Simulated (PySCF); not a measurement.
# [TmO(OH)]−: other functionals and bases at one geometry

How far do other levels of theory move the description of [TmO(OH)]−, and what does each cost? The species was built from a template and needn't be a known compound.

The runs use PySCF 2.14.0; several levels, as the steps say, no spin–orbit coupling.

1 further run of the same task is left out (for a known fault of the program).

## 1. The starting structure

4 atoms, charge -1, spin multiplicity 1.

Bond lengths: Tm1–O2 2.047 Å, Tm1–O3 2.219 Å, O3–H4 0.960 Å. Angles: O2–Tm1–O3 131.4°, Tm1–O3–H4 154.4°.

As a file:

```xyz
4
HO2Tm
Tm   -0.0151   -0.0431   -0.2418
O     1.7561    0.0237    0.7818
O    -2.1196    0.0249    0.4596
H    -2.8092    0.0832    1.1255
```

Formal oxidation states: Tm +2. Each metal's 13 4f electrons lie in its core potential, so multiplicities, spins and levels count the valence alone. An earlier session relaxed this geometry at PBE0, Tm lcecp-0-SVP with ECP59, O def2-SVP, H def2-SVP (singlet, point group Cs).

At PBE0 on the finer grid: E = -183.236880 Eh, frontier levels not given, since the 4f levels lie in the core, Mulliken charge on Tm1 +0.19 e, largest force component 0.008 eV/Å. The highest filled level lies above zero; it isn't the detachment energy.

Levels to run: TPSS; BLYP; PBE0, TZVP. Hardware: 2 threads of Intel Xeon Platinum 8259CL at 2.50GHz (Skylake/Cascade Lake), shared host.

## 2. TPSS

run.py (the lines that set the calculation)

```python
mol = gto.M(atom='''
Tm    -0.01512    -0.04307    -0.24182
O      1.75610     0.02373     0.78179
O     -2.11962     0.02490     0.45963
H     -2.80924     0.08323     1.12553''',
    basis={'Tm': 'lcecp-0-SVP', 'O': 'def2-SVP', 'H': 'def2-SVP'},
    ecp={'Tm': 'lcecp-0-SVP'},
    charge=-1, spin=0)
mf = dft.RKS(mol, xc='TPSS')
mf.grids.atom_grid = (75, 302)  # f atoms: unpruned, at least (60, 302)
mf = mf.density_fit()  # fitting sets: Tm AutoAux, O def2-universal-JKFIT, H def2-universal-JKFIT
mf.conv_tol = 1e-08; mf.max_cycle = 55
mf.kernel(dm0)  # dm0: the density of the relaxed state
```

Command:

```
> OMP_NUM_THREADS=2 python run.py
```

## 3. BLYP

Edit run.py (the lines that set the calculation) of step 2 so:

```diff
@@ -8,3 +8,3 @@
     charge=-1, spin=0)
-mf = dft.RKS(mol, xc='TPSS')
+mf = dft.RKS(mol, xc='BLYP')
 mf.grids.atom_grid = (75, 302)  # f atoms: unpruned, at least (60, 302)
```

## 4. PBE0, TZVP

Basis: Tm lcecp-0-TZVP with ECP59, O def2-TZVP, H def2-TZVP. 

run.py (the lines that set the calculation)

```python
mol = gto.M(atom='''
Tm    -0.01512    -0.04307    -0.24182
O      1.75610     0.02373     0.78179
O     -2.11962     0.02490     0.45963
H     -2.80924     0.08323     1.12553''',
    basis={'Tm': 'lcecp-0-TZVP', 'O': 'def2-TZVP', 'H': 'def2-TZVP'},
    ecp={'Tm': 'lcecp-0-TZVP'},
    charge=-1, spin=0)
mf = dft.RKS(mol, xc='PBE0')
mf.grids.atom_grid = (75, 302)  # f atoms: unpruned, at least (60, 302)
mf = mf.density_fit()  # fitting sets: Tm AutoAux, O def2-universal-JKFIT, H def2-universal-JKFIT
mf.conv_tol = 1e-08; mf.max_cycle = 55
mf.kernel(dm0)  # dm0: free metal ions and neutral atoms
```

Q: Predict the outcome of this session. Wanted: for each run, charge on Tm1; dipole; largest force.

The runs gave:

| level | state | charge on Tm1 (e) | dipole (D) | largest force (eV/Å) | basis functions | time |
| --- | --- | --- | --- | --- | --- | --- |
| PBE0 (relaxed here) | singlet | 0.19 | 7.02 | 0.01 | 64 | 10 s |
| TPSS | singlet | 0.07 | 6.15 | 0.44 | 64 | 8.1 s |
| BLYP | singlet | -0.03 | 5.71 | 0.70 | 64 | 6.4 s |
| PBE0, TZVP | singlet | 0.66 | 7.51 | 0.52 | 115 | 13 s |

Times are on 2 threads of Intel Xeon Platinum 8259CL at 2.50GHz (Skylake/Cascade Lake), shared host; the first row also made further properties. The dipole of a charged species depends on the origin, so these sizes hold for this origin alone.

The largest leftover force, 0.70 eV/Å with BLYP, stands at a geometry relaxed at another level. The Mulliken charge on Tm spans -0.03 to +0.66 e over the levels. With 4f in the core, its levels are missing from HOMO and gap. Total energies of different levels can't be compared. Spin–orbit coupling is left out throughout.
